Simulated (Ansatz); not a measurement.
# Cu3Pt: stress in a strained cell

Cu3Pt is deformed so: zz strain of +2 %. What stress and forces result, by LAPW, PAW and all-electron datasets made for the crystal?

Computed with Ansatz 0.2.0 (DFT LDA, scalar-relativistic, unless a step's input says otherwise).

## Step 1: Starting point

Symmetry: Pm-3m, No. 221, cubic system. The conventional cell has a = 3.710 Å, b = 3.710 Å, c = 3.710 Å, α = 90.00°, β = 90.00°, γ = 90.00°. Cu (site symmetry 4/mmm) has 8 Cu at 2.62 Å and 4 Pt at 2.62 Å in its first shell of neighbours. Pt (site symmetry m-3m) is surrounded by 12 Cu at 2.62 Å.

Structure file:

```cif
data_structure
_symmetry_space_group_name_H-M 'P 1'
_symmetry_Int_Tables_number 1
_cell_length_a 3.7100
_cell_length_b 3.7100
_cell_length_c 3.7100
_cell_angle_alpha 90.000
_cell_angle_beta 90.000
_cell_angle_gamma 90.000
_cell_volume 51.06
loop_
_atom_site_label
_atom_site_type_symbol
_atom_site_fract_x
_atom_site_fract_y
_atom_site_fract_z
_atom_site_occupancy
Cu1 Cu 0.00000 0.50000 0.50000 1
Cu2 Cu 0.50000 0.00000 0.50000 1
Cu3 Cu 0.50000 0.50000 0.00000 1
Pt1 Pt 0.00000 0.00000 0.00000 1
```

Atoms are numbered in the order of the input: Cu1, Cu2, Cu3, Pt4.

## Step 2: After the deformation

Space group Pm-3m before, P4/mmm after.

## Step 3: Full-potential LAPW

input.yaml reads:

```yaml
crystal:
  lattice:
    - [3.71, 0.0, 0.0]
    - [0.0, 3.71, 0.0]
    - [0.0, 0.0, 3.7842]
  atoms:
    - { symbol: Cu, position: [0.0, 0.5, 0.5] }
    - { symbol: Cu, position: [0.5, 0.0, 0.5] }
    - { symbol: Cu, position: [0.5, 0.5, 0.0] }
    - { symbol: Pt, position: [0.0, 0.0, 0.0] }
kpoints:
  mp_grid: { grid: [9, 9, 9] }
  band_path:
    path:
      - [0.0, 0.0, 0.0]
      - [0.0, 0.5, 0.0]
      - [0.5, 0.5, 0.0]
      - [0.0, 0.0, 0.0]
      - [0.0, 0.0, 0.5]
      - [0.0, 0.5, 0.5]
      - [0.5, 0.5, 0.5]
      - [0.0, 0.0, 0.5]
      - [0.0, 0.5, 0.0]
    npoints: 5
scf:
  occupations: { method: fermi_dirac, width: 0.05 }
hamiltonian:
  xc: lda
  pseudopotentials: { kind: all_electron, lapw: { basis_error: 0.001 } }
output:
  forces: true
  stress: true
  eigenvalues: true
```

Started as:

```bash
$ ansatz run input.yaml --threads 1 --pin off --max-ram 4096MiB --backend cpu --events-out ev --progress --plain --runs-dir out
```

## Step 4: PAW with frozen cores

input.yaml reads:

```yaml
crystal:
  lattice:
    - [3.71, 0.0, 0.0]
    - [0.0, 3.71, 0.0]
    - [0.0, 0.0, 3.7842]
  atoms:
    - { symbol: Cu, position: [0.0, 0.5, 0.5] }
    - { symbol: Cu, position: [0.5, 0.0, 0.5] }
    - { symbol: Cu, position: [0.5, 0.5, 0.0] }
    - { symbol: Pt, position: [0.0, 0.0, 0.0] }
kpoints:
  mp_grid: { grid: [9, 9, 9] }
scf:
  occupations: { method: fermi_dirac, width: 0.05 }
hamiltonian:
  xc: lda
  pseudopotentials: { kind: paw }
output:
  forces: true
  stress: true
  eigenvalues: true
  efg: { contact_densities: true }
```

## Step 5: Datasets made for this crystal

Changes to input.yaml since step 4:

```diff
@@ -16,3 +16,3 @@
   xc: lda
-  pseudopotentials: { kind: paw }
+  pseudopotentials: { kind: all_electron, datasets: crystal }
 output:
```

(Steps that only read results are left out.)

Before running it: what results should come out? Wanted: pressure; largest shear or deviatoric stress.

As calculated:

| quantity | value |
| --- | --- |
| pressure | LAPW -14.97, PAW -14.95, crystal datasets -14.97 GPa |
| largest shear or deviatoric stress (LAPW) | 0.81 GPa |

What this shows: The largest part of the stress beyond the pressure is 0.81 GPa in size, in the zz component; the atoms are carried along and not relaxed. No run of the undeformed cell stands beside it, so pressure and stress hold what the given cell had before the change, as far as its symmetry allows. PAW: stress within 0.02 GPa of LAPW. Crystal datasets: stress within 0.01 GPa of LAPW. Spin-orbit coupling is left out, though the cell holds Pt; in elements this heavy it can shift bands and gaps by tenths of an eV.
